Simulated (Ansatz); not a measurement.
# CH₄ClFSn: one species, many methods

The task here is to estimate one member of a computed series from the others.

Program: Ansatz 0.2.0, Gaussian basis. Level of theory: functionals in def2-TZVPP, the program's frozen cores in correlated methods. These are calculated values, not measurements.

The runs, in order: PBE-D4, r2SCAN-D4, PBE0-D4, B3LYP-D4, ωB97X-V, ωB97M-V, B2PLYP; CCSD(T)/def2-TZVPP; MP2/def2-QZVPP; extrapolation to the limit.

## Structure used throughout

All runs share one geometry, relaxed beforehand with PBE0-D4 in a triple-zeta def2 set. Sn takes the def2 core potential; no spin-orbit term is included.

SMILES `[F][SnH2][CH2]Cl`, 8 atoms, charge 0, spin multiplicity 1.

Atoms are counted from 1 here; the program's logs count them from 0.

Bond lengths: F1–Sn2 1.931 Å, Sn2–C3 2.145 Å, Sn2–H5 1.700 Å, Sn2–H6 1.700 Å, C3–Cl4 1.784 Å, C3–H7 1.088 Å, C3–H8 1.088 Å. Angles: F1–Sn2–C3 104.1°, F1–Sn2–H5 105.5°, F1–Sn2–H6 105.5°, C3–Sn2–H5 112.5°, C3–Sn2–H6 112.5°, H5–Sn2–H6 115.6°, Sn2–C3–Cl4 107.9°, Sn2–C3–H7 111.5°, Sn2–C3–H8 111.5°, Cl4–C3–H7 108.2°, Cl4–C3–H8 108.2°, H7–C3–H8 109.5°.

Geometry (Å):

```xyz
8

F    -2.11834    1.04513    0.36463
Sn   -0.30069    0.92523   -0.27477
C     0.32916   -1.04243    0.30158
Cl    2.01201   -1.26229   -0.24675
H    -0.40053    1.10767   -1.96198
H     0.55008    2.14687    0.54605
H    -0.28393   -1.80964   -0.16643
H     0.30445   -1.16764    1.38197
```

Set-up of the first run:

File in.yaml:

```yaml
crystal:
  periodic: [false, false, false]
  atoms:
    - {symbol: F, position_ang: [-2.118339, 1.045125, 0.364631]}
    - {symbol: Sn, position_ang: [-0.300692, 0.925230, -0.274768]}
    - {symbol: C, position_ang: [0.329159, -1.042426, 0.301581]}
    - {symbol: Cl, position_ang: [2.012009, -1.262292, -0.246747]}
    - {symbol: H, position_ang: [-0.400533, 1.107675, -1.961979]}
    - {symbol: H, position_ang: [0.550078, 2.146871, 0.546046]}
    - {symbol: H, position_ang: [-0.283930, -1.809639, -0.166430]}
    - {symbol: H, position_ang: [0.304447, -1.167644, 1.381965]}
basis:
  gaussian: {orbitals: def2-TZVPP}
hamiltonian: {xc: pbe, dispersion: d4}
output: {forces: true, orbitals: {seedname: orbitals}}
```

The run is started by

```console
ansatz run in.yaml --threads 4 --pin off --events-out ev --progress --plain --max-ram 10444MiB
```

Among the steps run: PBE-D4 (GGA); r2SCAN-D4 (meta-GGA); PBE0-D4 (hybrid); B3LYP-D4 (hybrid); ωB97X-V (range-separated); ωB97M-V (range-separated); B2PLYP (double hybrid); CCSD(T) in def2-TZVPP; MP2 in def2-QZVPP.

One table of the session follows, with a row left open; its other results are not shown here.

```
            method  atomisation energy (kJ/mol)
            PBE-D4                       2447.1
         r2SCAN-D4                       2414.4
           PBE0-D4                       2398.1
          B3LYP-D4                       2392.6
           ωB97X-V                       2431.9
           ωB97M-V                       2415.2
            B2PLYP                       2370.9
     HF/def2-TZVPP                       1703.7
    MP2/def2-TZVPP                       2382.5
   CCSD/def2-TZVPP                            ?
CCSD(T)/def2-TZVPP                       2358.6
           MP2/CBS                       2459.5
       CCSD(T)/CBS                       2435.5
```

**Question.** Estimate the row for CCSD/def2-TZVPP.

**Answer.** atomisation energy (kJ/mol): 2316.5. In the column «atomisation energy (kJ/mol)» it lies between HF/def2-TZVPP (1703.7) and CCSD(T)/def2-TZVPP (2358.6).

To keep in mind: Free atoms (1 F, 1 Sn, 1 C, 1 Cl, 4 H) were run apart at each level; the atomisation energy is their sum less the molecule, without zero-point or spin-orbit terms.
